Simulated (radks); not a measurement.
# The first electron to leave Eu²⁺

Eu²⁺ stands in [Xe] 4f(5/2: 6, 7/2: 1). From which sub-shell is an electron easiest to take? Each removal is a run of its own. The parent's configuration is the lowest that an earlier search found at this level.

The numbers are computed with radks (a radial shooting solver on a logarithmic mesh, Libxc functionals) version 1 (Dirac Kohn-Sham, relativistic LDA (MacDonald-Vosko exchange, VWN5 correlation), spin-unpolarised, spherical densities, finite nucleus), except any that are marked as measured or tabulated.

4 further runs of the same task are left out: 4 set aside as unsound or not needed.

### 1 Starting point

- element: europium (Z = 63)
- charge: +2
- electrons: 61
- configuration: [Xe] 4f(5/2: 6, 7/2: 1)
- nuclear rms radius: 5.1115 fm

A shell typed twice in an input gives the lower j, then the higher j.

### 2 The parent, Eu²⁺

From an earlier run at this level the parent has E = -10825.393456 hartree and these outer levels (eV):

```
level  occupation  energy (eV)
4p3/2           4      -261.45
4d3/2           4      -150.76
4d5/2           6      -145.54
5s1/2           2      -58.114
5p1/2           2      -40.051
5p3/2           4      -36.200
4f5/2           6      -16.716
4f7/2           1      -16.095
```

### 3 Remove 4f7/2: [Xe] 4f(5/2: 6, 7/2: 0)

Input:

```text
Z 63
configuration [Xe] 4f6 4f0
relativity Dirac
functional lda_x_rel,vwn5
spin unpolarised
j_filling energy
nucleus finite rms 5.1115 fm
c 137.035999084
```

### 4 Remove 4f5/2: [Xe] 4f(5/2: 5, 7/2: 1)

Changes since step 3:

```diff
@@ -1,3 +1,3 @@
 Z 63
-configuration [Xe] 4f6 4f0
+configuration [Xe] 4f5 4f1
 relativity Dirac
```

### 5 Remove 5p3/2: [Kr] 4d10 4f(5/2: 6, 7/2: 1) 5s2 5p(1/2: 2, 3/2: 3)

Changes since step 4:

```diff
@@ -1,3 +1,3 @@
 Z 63
-configuration [Xe] 4f5 4f1
+configuration [Kr] 4d10 4f6 4f1 5s2 5p2 5p3
 relativity Dirac
```

### 6 Remove 5p1/2: [Kr] 4d10 4f(5/2: 6, 7/2: 1) 5s2 5p(1/2: 1, 3/2: 4)

Changes since step 5:

```diff
@@ -1,3 +1,3 @@
 Z 63
-configuration [Kr] 4d10 4f6 4f1 5s2 5p2 5p3
+configuration [Kr] 4d10 4f6 4f1 5s2 5p1 5p4
 relativity Dirac
```

### 7 Ion rearranged (move 4f5/2 to 6s1/2 after a removal): [Xe] 4f(5/2: 5, 7/2: 0) 6s1

Changes since step 6:

```diff
@@ -1,3 +1,3 @@
 Z 63
-configuration [Kr] 4d10 4f6 4f1 5s2 5p1 5p4
+configuration [Xe] 4f5 4f0 6s1
 relativity Dirac
```

### 8 Ion rearranged (move 4f5/2 to 6p1/2 after a removal): [Xe] 4f(5/2: 5, 7/2: 0) 6p(1/2: 1, 3/2: 0)

Changes since step 7:

```diff
@@ -1,3 +1,3 @@
 Z 63
-configuration [Xe] 4f5 4f0 6s1
+configuration [Xe] 4f5 4f0 6p1 6p0
 relativity Dirac
```

### 9 Ion rearranged (move 4f5/2 to 5d3/2 after a removal): [Xe] 4f(5/2: 5, 7/2: 0) 5d(3/2: 1, 5/2: 0)

Changes since step 8:

```diff
@@ -1,3 +1,3 @@
 Z 63
-configuration [Xe] 4f5 4f0 6p1 6p0
+configuration [Xe] 4f5 4f0 5d1 5d0
 relativity Dirac
```

**Question.** What will these runs give? Wanted: for each run, case; final configuration; Δ-SCF; −ε of the level emptied.

The runs gave:

```
                                                case                                  final configuration  Δ-SCF (eV)  −ε of the level emptied (eV)
                                        remove 4f7/2                              [Xe] 4f(5/2: 6, 7/2: 0)      24.321                        16.095
                                        remove 4f5/2                              [Xe] 4f(5/2: 5, 7/2: 1)      25.002                        16.716
ion rearranged (move 4f5/2 to 5d3/2 after a removal)           [Xe] 4f(5/2: 5, 7/2: 0) 5d(3/2: 1, 5/2: 0)      35.583                             -
ion rearranged (move 4f5/2 to 6s1/2 after a removal)                          [Xe] 4f(5/2: 5, 7/2: 0) 6s1      39.455                             -
                                        remove 5p3/2  [Kr] 4d10 4f(5/2: 6, 7/2: 1) 5s2 5p(1/2: 2, 3/2: 3)      42.360                        36.200
ion rearranged (move 4f5/2 to 6p1/2 after a removal)           [Xe] 4f(5/2: 5, 7/2: 0) 6p(1/2: 1, 3/2: 0)      44.471                             -
                                        remove 5p1/2  [Kr] 4d10 4f(5/2: 6, 7/2: 1) 5s2 5p(1/2: 1, 3/2: 4)      46.451                        40.051
```

**Reading.** The 4f7/2 electron leaves first, at 24.321 eV; the next cheapest, 4f5/2, costs 25.002 eV. 4f7/2 is also the highest occupied level of the parent. NIST lists 24.84 eV (semi-empirical), between the same two configurations. Spin polarisation and multiplet splitting are left out, so open shells lie too high by an amount that depends on their filling.
